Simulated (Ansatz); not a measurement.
**SiGeHO (quartet): wave-function methods side by side, cc-pVDZ**

One table from this session's results is given with a row withheld; the runs are named, their logs left out.

Program: Ansatz 0.2.0, Gaussian basis. Level of theory: cc-pVDZ, core rule «outside noble gas», up to 20 orbitals frozen. These are calculated values, not measurements.

Plan: UHF; CCSD(T) on ROHF; CCSD(T) on UHF; BCCD(T) on ROHF; CISD as a restricted active space (open shells left free, so some higher excitations enter); CCSDT(Q) on ROHF; CCSDT(Q) on UHF.

23 further runs of the same task are left out: 1 for a known fault of the program, 7 that didn't finish, 15 set aside as unsound or not needed. Runs told in other sessions of the task aren't counted.

**The system**

The geometry is a PBE0/def2-TZVP stationary point (not a proven minimum) of the parent state, kept for this charge and spin. No spin-orbit coupling is included. The filled d shell of Ge may be among the frozen orbitals whatever the setting's name suggests.

4 atoms, charge 0, spin multiplicity 4.

Atoms are counted from 1 here; the program's logs count them from 0.

Bond lengths: Ge1–Si2 2.195 Å, Si2–O3 1.635 Å, O3–H4 0.962 Å. Angles: Ge1–Si2–O3 175.9°, Si2–O3–H4 118.2°.

Set-up of the first run:

in.yaml reads:

```yaml
crystal:
  periodic: [false, false, false]
  atoms:
    - {symbol: Ge, position_ang: [0.000006, -0.164187, 2.570072]}
    - {symbol: Si, position_ang: [-0.000013, -0.261137, 0.376882]}
    - {symbol: O, position_ang: [0.000021, -0.217096, -1.257726]}
    - {symbol: H, position_ang: [-0.000014, 0.642420, -1.689228]}
basis:
  gaussian: {orbitals: cc-pVDZ}
magnetization: {spin_polarized: true, initial_magnetization: 3}
hamiltonian: {xc: hf}
output: {orbitals: {seedname: orbitals}}
```

Started as:

```
> ansatz run in.yaml --threads 1 --pin off --events-out ev --progress --plain --max-ram 2393MiB
```

Among the steps run: UHF; CCSD(T) on ROHF; CCSD(T) on UHF; BCCD(T) on ROHF; CISD as a restricted active space (open shells left free, so some higher excitations enter); CCSDT(Q) on ROHF; CCSDT(Q) on UHF.

One table of the session follows, with a row left open; its other results are not shown here.

It belongs to the step «Misses and costs». 

| method | from UCCSDT(Q) (meV) |
| --- | --- |
| ROHF | +9831.3 |
| UHF | +9688.8 |
| RMP2 | +1150.8 |
| UMP2 | +1219.1 |
| CISD | +1400.3 |
| RCCSD | +401.7 |
| UCCSD | +395.1 |
| RCCSD(T) | +84.5 |
| UCCSD(T) | +80.7 |
| BCCD(T) | +78.8 |
| RCCSDT | +43.2 |
| UCCSDT | +37.7 |
| RCCSDT(Q) | ? |
| UCCSDT(Q) | 0 |

Q: Estimate the row for RCCSDT(Q) from the others.

As computed: from UCCSDT(Q) (meV): +9.5. In the column «from UCCSDT(Q) (meV)» it lies between UCCSDT(Q) (0) and UCCSDT (+37.7).

To keep in mind: Restricted and unrestricted rows rest on different reference determinants; a gap between their highest levels can come from leftover correlation error, from unlike frozen cores or from another state.
